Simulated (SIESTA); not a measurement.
The system is CdSe2.

```
CELL_PARAMETERS angstrom
6.74692 0.00000 0.00000
0.00000 6.74692 0.00000
0.00000 0.00000 6.74692
ATOMIC_POSITIONS crystal
Cd 0.00000 0.00000 0.00000
Cd 0.00000 0.50000 0.50000
Cd 0.50000 0.00000 0.50000
Cd 0.50000 0.50000 0.00000
Se 0.39748 0.39748 0.39748
Se 0.60252 0.89748 0.10252
Se 0.10252 0.60252 0.89748
Se 0.89748 0.10252 0.60252
Se 0.60252 0.60252 0.60252
Se 0.39748 0.10252 0.89748
Se 0.89748 0.39748 0.10252
Se 0.10252 0.89748 0.39748
```

The cell comes from a database or a generator and needn't be the stable form of this composition.

* Program: SIESTA 5.4.2
* Task: single point
* Functional: PBEsol
* Potentials or basis: PseudoDojo 0.4 standard (PBEsol files)
* Basis: DZP (energy shift 0.003 Ry; two zetas on semicore shells)
* Grid cutoff: 800 Ry
* Energy shift: 0.003 Ry
* k mesh: 4 × 4 × 4
* Occupations: fermi-dirac, width 0.05 eV
* Spin: no spin polarisation

On this cell: pressure -2.5 GPa; largest force 0.851 eV/Å; band gap on the k mesh 0.71 eV, indirect (least direct gap 0.75 eV).

The same run follows on a disturbed copy (atoms moved at random, drawn with an rms of 0.05 Å):

```
Cd Se
1.0
     6.74692    0.00000    0.00000
     0.00000    6.74692    0.00000
     0.00000    0.00000    6.74692
Cd Se
4 8
Direct
  0.00136 0.00044 0.00624
  0.99940 0.49897 0.50335
  0.49799 0.00606 0.50363
  0.50151 0.50395 0.00353
  0.39765 0.40014 0.39576
  0.60167 0.89369 0.10456
  0.09802 0.60367 0.89904
  0.89944 0.10297 0.60284
  0.59728 0.59678 0.60321
  0.39847 0.09984 0.89734
  0.90479 0.40915 0.10090
  0.10402 0.89404 0.40157
```

**Question.** What does the disturbed cell give?

**Answer.** The energy moves by +18.2 meV/atom; pressure -1.9 GPa; largest force 2.306 eV/Å; band gap on the k mesh 0.66 eV, indirect (least direct gap 0.73 eV).

Forces on the atoms (eV/Å):
```
Cd  -0.037  0.077 -0.045
Cd  -0.050 -0.010 -0.020
Cd   0.078 -0.132 -0.060
Cd  -0.038 -0.122 -0.105
Se  -0.794 -0.808 -0.702
Se   0.513 -0.304  0.485
Se   1.308  1.172 -1.204
Se  -0.552  0.489  0.547
Se   0.882  0.899  0.741
Se  -0.478  0.580 -0.351
Se  -1.313 -1.430  1.244
Se   0.481 -0.410 -0.533
```

Stress tensor (GPa, compression positive):
```
-1.96  0.83 -0.39
 0.83 -1.93 -0.26
-0.39 -0.26 -1.83
```

Caveats: the basis of atomic orbitals isn't converged, which shifts pressures, moduli and gaps.

A k mesh can miss the band edges.
